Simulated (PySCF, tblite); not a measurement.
# C₅H₉NOSi: geometry, infrared bands and NMR shifts

Wanted: the infrared bands and NMR shifts of C₅H₉NOSi (`C[SiH2]c1ccc(N)o1`), by calculation.

Programs: tblite 0.8.0 and PySCF 2.14.0, with density-fitted response routines of our own. Each step states its level of theory. These are calculated values for one molecule in the gas phase, unless marked as measured. Atoms count from 0, in the outputs and in this text.

### 1 Starting geometry

17 atoms, charge 0, multiplicity 1; geometry from: force field or distance geometry start.

Bonds of the start (Å): C0–Si1 1.85, Si1–C2 1.87, C2–C3 1.39, C3–C4 1.42, C4–C5 1.36, C5–N6 1.34, C5–O7 1.35, O7–C2 1.38, C0–H8 1.09, C0–H9 1.11, C0–H10 1.09, Si1–H11 1.48, Si1–H12 1.48, C3–H13 1.08, C4–H14 1.08, N6–H15 1.02, N6–H16 1.01.

### 2 Optimising the geometry with GFN2-xTB

What the job is given:

```
{"job": {"kind": "relax", "xc": "GFN2-xTB", "basis": "xTB"}, "charge": 0, "multiplicity": 1}
C     -2.408800     0.093500     1.387900
Si    -2.040700     0.216800    -0.424500
C     -0.207900    -0.133400    -0.585700
C      0.532300    -0.998000    -1.376400
C      1.895700    -0.797900    -1.039900
C      1.909200     0.189100    -0.098800
N      2.898700     0.794900     0.565700
O      0.663200     0.603600     0.193000
H     -1.852100     0.836700     1.965400
H     -3.486200     0.266900     1.579700
H     -2.170000    -0.893700     1.785100
H     -2.377000     1.555900    -0.944400
H     -2.815200    -0.803300    -1.165900
H      0.139600    -1.713100    -2.086700
H      2.752600    -1.293900    -1.459000
H      2.683600     1.517900     1.256900
H      3.876100     0.570100     0.437700
```

On the command line:

```bash
> OMP_NUM_THREADS=1 python probes_run.py task.json out
```

One launch serves the whole session: the jobs run in the order shown.

**Question.** This job is followed by: GFN2-xTB harmonic vibrations, gas phase; GIAO PBE0/pcSseg-1 NMR shielding, non-relativistic, gas phase. Predict these results of the whole session: strongest single infrared mode (GFN2-xTB); zero-point energy (GFN2-xTB); 13C shifts against TMS (PBE0/pcSseg-1); 1H shifts against TMS (PBE0/pcSseg-1, means over atoms taken as alike); 29Si shifts against TMS (PBE0/pcSseg-1); 15N shifts against NH3 (PBE0/pcSseg-1); 17O shifts against H2O (PBE0/pcSseg-1).

As calculated:

| quantity | value |
| --- | --- |
| strongest single infrared mode (GFN2-xTB) | 2199 cm⁻¹, 382 km/mol |
| zero-point energy (GFN2-xTB) | 79.8 kcal/mol |
| 13C shifts against TMS (PBE0/pcSseg-1) | 167.5, 143.8, 132.4, 89.3, -5.2 ppm |
| 1H shifts against TMS (PBE0/pcSseg-1, means over atoms taken as alike) | 6.92, 5.36, 4.63, 3.60, 0.29 ppm |
| 29Si shifts against TMS (PBE0/pcSseg-1) | -59.2 ppm |
| 15N shifts against NH3 (PBE0/pcSseg-1) | 68.4 ppm |
| 17O shifts against H2O (PBE0/pcSseg-1) | 287.8 ppm |

What this shows: Relaxing lowered the energy by 0.158 eV in 57 steps; the close pair that moved most is C0–Si1, from 1.854 to 1.900 Å. All 45 modes are real, so the xTB geometry is a minimum. The strongest single mode, at 2199 cm⁻¹, moves mainly H11. GFN2-xTB is a fitted tight-binding method: band positions and strengths are rough. Its intensities can rank the bands wrongly. At PBE0/pcSseg-1: The widest tensor belongs to O7: span 282 ppm, with a paramagnetic part of -355 ppm. NICS(1)zz of -22 ppm above the planar ring from C2 marks a diatropic (aromatic) ring current.
